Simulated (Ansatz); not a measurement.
# B12Hf: the cost of one run

Computed with Ansatz 0.2.0, Gaussian basis. Level: RKS PBE0-D4/def2-TZVP.

Levels to be run: a single point at PBE0-D4/def2-TZVP.

5 further runs of the same task are left out: 3 that didn't finish, 2 set aside as unsound or not needed. Runs told in other sessions of the task aren't counted.

### Step 1. The structure

The geometry is that of the singlet, from an earlier relaxation (PBE-D4/def2-SVP). At that level it is the lowest of the isomers that a small search found.

13 atoms, charge 0, spin multiplicity 1.

Atoms are counted from 1 here; the program's logs count them from 0.

Bond lengths: Hf1–B2 2.330 Å, Hf1–B3 2.505 Å, Hf1–B4 2.561 Å, Hf1–B5 2.381 Å, Hf1–B6 2.650 Å, Hf1–B7 2.596 Å, Hf1–B8 2.640 Å, Hf1–B9 2.716 Å, Hf1–B10 2.554 Å, Hf1–B11 2.660 Å, Hf1–B12 2.726 Å, Hf1–B13 2.405 Å, B2–B3 1.566 Å, B2–B10 1.569 Å, B3–B8 1.831 Å, B3–B11 1.587 Å, B4–B5 1.609 Å, B4–B6 1.740 Å and more. Angles: B2–Hf1–B3 37.6°, B2–Hf1–B4 98.0°, B2–Hf1–B5 100.4°, B2–Hf1–B6 63.4°, B2–Hf1–B7 99.3°, B2–Hf1–B8 64.0°, B2–Hf1–B9 65.0°, B2–Hf1–B10 37.1°, B2–Hf1–B11 73.1°, B2–Hf1–B12 71.6°, B2–Hf1–B13 101.4°, B3–Hf1–B4 125.4°, B3–Hf1–B5 106.1°, B3–Hf1–B6 86.5°, B3–Hf1–B7 65.5°, B3–Hf1–B8 41.6°, B3–Hf1–B9 66.2°, B3–Hf1–B10 74.1° and more.

Hf takes a core potential in the def2 sets. No spin-orbit coupling is included.

Bonds by kind at the end (by distance):

```csv
bond,count,shortest (Å),longest (Å)
B–B,21,1.546,1.853
B–Hf,12,2.330,2.726
```

### Step 2. Single point, PBE0-D4/def2-TZVP

start.molden holds the orbitals of an earlier run on this state, given as this run's starting guess.

in.yaml

```yaml
crystal:
  periodic: [false, false, false]
  atoms:
    - {symbol: Hf, position_ang: [-0.795689, 0.746918, 0.794296]}
    - {symbol: B, position_ang: [-1.275221, 0.252712, -1.431195]}
    - {symbol: B, position_ang: [-0.310468, 1.480905, -1.551045]}
    - {symbol: B, position_ang: [-0.626753, -1.656558, 1.663528]}
    - {symbol: B, position_ang: [0.778433, -0.969564, 1.288194]}
    - {symbol: B, position_ang: [-0.215683, -1.705701, -0.026238]}
    - {symbol: B, position_ang: [1.512571, 1.892163, 0.479448]}
    - {symbol: B, position_ang: [1.251374, 0.808349, -0.872379]}
    - {symbol: B, position_ang: [1.065096, -0.775488, -0.469605]}
    - {symbol: B, position_ang: [-1.800581, -1.045369, -0.722873]}
    - {symbol: B, position_ang: [0.649640, 2.410091, -0.695007]}
    - {symbol: B, position_ang: [-1.806660, -1.781691, 0.672776]}
    - {symbol: B, position_ang: [1.573930, 0.343244, 0.870109]}
basis:
  gaussian: {orbitals: def2-TZVP, initial_orbitals: start.molden}
hamiltonian: {xc: pbe0, dispersion: d4}
scf: {omitted_lower_state_checks: [starts]}
output: {orbitals: {seedname: orbitals}}
```

Run with:

```console
$ ansatz run in.yaml --threads 4 --pin off --events-out ev --progress --plain --max-ram 6963MiB
```

**Question.** How long does this run take on 4 threads of Arm Neoverse V2, shared host, and how much memory does it need?

About 27 s, with a peak of 1.9 GiB.
